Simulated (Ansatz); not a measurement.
I need a ladder of methods at one geometry of C2H7AlS, SMILES [CH3][AlH][S]C. Use the Python package of Ansatz (0.2.0). Level of theory (for the species named): MP2, cc-pVDZ basis, multiplicity 1. The script varies method: mp2, ccsd, ccsd_t.

```xyz
11

C    -0.8257    1.7687   -0.5777
Al    0.6530    0.5516   -0.7696
S     1.4859   -0.4458    1.0688
C     0.4552   -1.8548    1.0271
H    -1.1518    1.8956    0.4627
H    -0.5819    2.8254   -0.9819
H    -1.7121    1.4298   -1.1633
H     1.2952    0.2408   -2.2175
H     0.6123   -2.5241    1.9226
H     0.5146   -2.4267    0.1061
H    -0.6794   -1.5175    1.1434
```

The script, `methods.py`:
```python
"""C2H7AlS at several levels of theory."""

import ansatz as az
from ase import Atoms


def main() -> None:
    atoms = Atoms(["C", "Al", "S", "C", "H", "H", "H", "H", "H", "H", "H"], positions=[
        (-0.8257, 1.7687, -0.5777),
        (0.653, 0.5516, -0.7696),
        (1.4859, -0.4458, 1.0688),
        (0.4552, -1.8548, 1.0271),
        (-1.1518, 1.8956, 0.4627),
        (-0.5819, 2.8254, -0.9819),
        (-1.7121, 1.4298, -1.1633),
        (1.2952, 0.2408, -2.2175),
        (0.6123, -2.5241, 1.9226),
        (0.5146, -2.4267, 0.1061),
        (-0.6794, -1.5175, 1.1434),
    ])
    geometry = az.Crystal.molecule_from_ase(atoms)

    base = geometry.calculation().basis(gaussian="cc-pVDZ")

    methods = ["mp2", "ccsd", "ccsd_t"]
    reports = [base.correlation(m).run(threads=1).report for m in methods]
    print(f"Hartree-Fock reference {reports[0]['reference_energy_ev'] / 27.211386246:.6f} Ha")
    best = reports[-1]["free_energy_ev"] - reports[-1]["reference_energy_ev"]
    for method, each in zip(methods, reports):
        gained = each["free_energy_ev"] - each["reference_energy_ev"]
        print(f"{method:8s} total {each['free_energy_ev'] / 27.211386246:.6f} Ha  correlation {gained:9.4f} eV  ({100 * gained / best:.1f} % of the last)")


if __name__ == "__main__":
    main()
```

```console
$ python methods.py
Hartree-Fock reference -719.275990 Ha
mp2      total -719.769268 Ha  correlation  -13.4228 eV  (87.0 % of the last)
ccsd     total -719.827182 Ha  correlation  -14.9987 eV  (97.3 % of the last)
ccsd_t   total -719.842674 Ha  correlation  -15.4203 eV  (100.0 % of the last)
```

Caveats:
- Total energies depend on the basis set; only differences at equal settings carry meaning.
- The geometry is a force-field or estimated start, not a minimum of this method, and the basis set is short of its limit. A lower total doesn't mark the better method: functionals have no common bound, and MP2 and coupled cluster aren't variational.
- Inner cores stay frozen, so this is valence correlation.
- For Al to Cl the sets with a tight d function, cc-pV(X+d)Z, are usual.
- The whole script took 12 s on 1 thread of Intel(R) Xeon(R) Platinum 8488C (Sapphire Rapids) (shared host), peak memory 0.44 GiB.

(Lines on the test bed's own set-up are left out of the output.)
